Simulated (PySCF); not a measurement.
# LiPb: from the state search to spectroscopic constants

An exercise on one series of results from a longer session: the logs are not shown, and one member is left open.

Method: Li cc-pVDZ, Pb cc-pVDZ-PP with ECP60, scalar-relativistic core potentials; program: PySCF 2.14.0.

Set-up of the first run:

Settings of the job:

```yaml
atoms: Li, Pb
charge: 0
basis: Li cc-pVDZ, Pb cc-pVDZ-PP with ECP60
Hamiltonian: scalar-relativistic core potentials
basis_functions: 37
electrons_treated: 25
masses_in_u: 7.0160, 207.9766
levels: PBE0, PBE, r²SCAN, revPBE, LDA, B2PLYP, HF, MP2, SCS-MP2, CCSD, CCSD(T)
grid: 80 radial by 434 angular points
occupations: held fixed by the projection of orbital angular momentum
dissociation_limit: Li + Pb, each in its ground configuration
starting_distance_in_angstrom: 2.680
values_of_2S_to_try: 1, 3
```

Steps of the session up to this table: Input; First curve: PBE0; Higher solutions at PBE0; PBE; r²SCAN (meta-GGA); revPBE (GGA); LDA; B2PLYP (double hybrid); UHF (mean field); Correlated methods on the Hartree–Fock reference.

One table of the session follows, with a row left open; its other results are not shown here.

Energy (eV) from each level's lowest point:

| R (Å) | UHF | UHF-MP2 | UHF-SCS-MP2 | UHF-CCSD | UHF-CCSD(T) |
| --- | --- | --- | --- | --- | --- |
| 2.280 | 0.343 | 0.326 | 0.322 | n/a | n/a |
| 2.386 | 0.163 | 0.151 | 0.149 | 0.154 | 0.155 |
| 2.492 | ? | ? | ? | ? | ? |
| 2.571 | 0.017 | 0.013 | 0.012 | 0.014 | 0.014 |
| 2.651 | 0.000 | 0.000 | 0.000 | 0.000 | 0.000 |
| 2.731 | 0.002 | 0.007 | 0.007 | 0.006 | 0.006 |
| 2.837 | 0.028 | 0.041 | 0.041 | 0.038 | 0.038 |
| 2.969 | 0.085 | 0.111 | 0.110 | 0.105 | 0.105 |
| 3.128 | 0.177 | 0.222 | 0.218 | 0.212 | 0.212 |
| 3.340 | 0.317 | 0.394 | 0.381 | n/a | n/a |

Q: Estimate the row for R (Å) = 2.492 from the others.

Worked estimate for «UHF». A straight line through the neighbours (2.386, 0.163) and (2.571, 0.017) gives 0.163 + (0.017 − 0.163) × (2.492 − 2.386) / (2.571 − 2.386) = 0.079; a parabola fitted to 4 rows on both sides gives 0.055.

**Answer.** UHF: 0.059; UHF-MP2: 0.051; UHF-SCS-MP2: 0.050; UHF-CCSD: 0.053; UHF-CCSD(T): 0.053. In «UHF» the line misses by +0.020 and the parabola by -0.004.

State 2 has its PBE0 minimum 0.28 eV higher. The other levels ran on the lowest alone.
